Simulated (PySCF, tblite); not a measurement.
# C4H17N3Si3: geometry, infrared bands and NMR shifts

What infrared bands and NMR shifts should C4H17N3Si3 (`CCC[Si@@H]1N[SiH2]N[Si@H](C)N1`) show?

Programs: tblite 0.8.0 and PySCF 2.14.0, with density-fitted response routines of our own. Each step states its level of theory. These are calculated values for one molecule in the gas phase, unless marked as measured. Atoms are numbered from 0 throughout.

### 1 The molecule as given

27 atoms, charge 0, multiplicity 1; geometry from: force field or distance geometry start.

Bonds of the start (Å): C0–C1 1.54, C1–C2 1.53, C2–Si3 1.89, Si3–N4 1.69, N4–Si5 1.69, Si5–N6 1.67, N6–Si7 1.68, Si7–C8 1.85, Si7–N9 1.67, N9–Si3 1.70, C0–H10 1.09, C0–H11 1.10, C0–H12 1.09, C1–H13 1.10, C1–H14 1.09, C2–H15 1.10, C2–H16 1.10, Si3–H17 1.47, N4–H18 1.02, Si5–H19 1.47, Si5–H20 1.47, N6–H21 1.02, Si7–H22 1.47, C8–H23 1.09, C8–H24 1.09, C8–H25 1.11, N9–H26 1.01.

### 2 Relaxing the molecule with GFN2-xTB

Job settings and geometry (Å):

```
{"job": {"kind": "relax", "xc": "GFN2-xTB", "basis": "xTB"}, "charge": 0, "multiplicity": 1}
C      4.231900    -0.374200     0.211600
C      2.798100    -0.368400    -0.342500
C      1.917900     0.603500     0.436900
Si     0.134600     0.722300    -0.170000
N     -0.727100     1.822000     0.772900
Si    -2.298100     1.977700     0.181700
N     -2.963000     0.476600     0.495800
Si    -2.241200    -0.684100    -0.477900
C     -3.065900    -2.330800    -0.269300
N     -0.672500    -0.743600     0.104100
H      4.841700    -1.079200    -0.348800
H      4.235400    -0.669500     1.268300
H      4.670600     0.623100     0.136000
H      2.402800    -1.391100    -0.268600
H      2.826500    -0.101000    -1.395400
H      2.345200     1.611500     0.384700
H      1.905400     0.337000     1.499100
H      0.132900     1.080700    -1.590600
H     -0.274200     2.732700     0.737500
H     -2.964500     2.980500     1.033600
H     -2.339100     2.391000    -1.231800
H     -2.733000     0.251200     1.462600
H     -2.259800    -0.307800    -1.899700
H     -2.573100    -3.109000    -0.857800
H     -3.064100    -2.643800     0.779500
H     -4.123500    -2.292500    -0.594500
H     -0.164000    -1.488600    -0.361100
```

Run with:

```sh
$ OMP_NUM_THREADS=1 python probes_run.py task.json out
```

One launch serves the whole session: the jobs run in the order shown.

**Question.** This job is followed by: GFN2-xTB harmonic vibrations, gas phase; PBE0-D3(BJ)/def2-SVP geometry optimisation, gas phase; GIAO PBE0/pcSseg-1 NMR shielding, non-relativistic, gas phase; GIAO CAM-B3LYP/pcSseg-1 NMR shielding, non-relativistic, gas phase. What will the session give for the following? strongest single infrared mode (GFN2-xTB); zero-point energy (GFN2-xTB); point group; rotational constants (main isotopes); ¹³C shifts against TMS (PBE0/pcSseg-1); ¹H shifts against TMS (PBE0/pcSseg-1, means over atoms taken as alike); ²⁹Si shifts against TMS (PBE0/pcSseg-1); ¹⁵N shifts against NH3 (PBE0/pcSseg-1); range of the shift of N6.

**Answer**, as computed:

```
                                                              quantity                                                                                value
                             strongest single infrared mode (GFN2-xTB)                                                                2148 cm⁻¹, 978 km/mol
                                          zero-point energy (GFN2-xTB)                                                                       132.2 kcal/mol
                                                           point group                                                                                   C1
                                  rotational constants (main isotopes)                                                                 1.15, 0.50, 0.39 GHz
                                ¹³C shifts against TMS (PBE0/pcSseg-1)                                                            27.2, 20.3, 18.1, 7.4 ppm
¹H shifts against TMS (PBE0/pcSseg-1, means over atoms taken as alike)  5.50, 5.46, 5.44, 5.33, 1.19, 1.07, 1.05, 0.52, 0.30, 0.18, -0.52, -0.88, -0.94 ppm
                               ²⁹Si shifts against TMS (PBE0/pcSseg-1)                                                              -15.8, -16.4, -34.5 ppm
                                ¹⁵N shifts against NH3 (PBE0/pcSseg-1)                                                                 25.7, 18.7, 17.2 ppm
                                              range of the shift of N6                                                                     18.7 to 21.7 ppm
```

What this shows: Over 107 steps the energy fell by 1.088 eV; of the close pairs, Si5–N6 changed most, 1.672 to 1.726 Å (GFN2-xTB). All 75 modes are real, so the xTB geometry is a minimum. The strongest single mode, at 2148 cm⁻¹, moves mainly H20. Unscaled tight-binding wavenumbers are off by several per cent, some by more. Its intensities can rank the bands wrongly. Over 15 steps the energy fell by 0.329 eV; of the close pairs, C0–H10 changed most, 1.054 to 1.101 Å (PBE0/def2-SVP). No frequency check was run at this level, so the end point may be a saddle. At PBE0/pcSseg-1: The largest span, 87 ppm, is at Si5, where the paramagnetic term is -493 ppm. In ppm, N6 moves most: its shift spreads over 3.1 ppm, from 18.7 (PBE0/pcSseg-1) to 21.7 (CAM-B3LYP/pcSseg-1). Part of that comes from the computed reference.
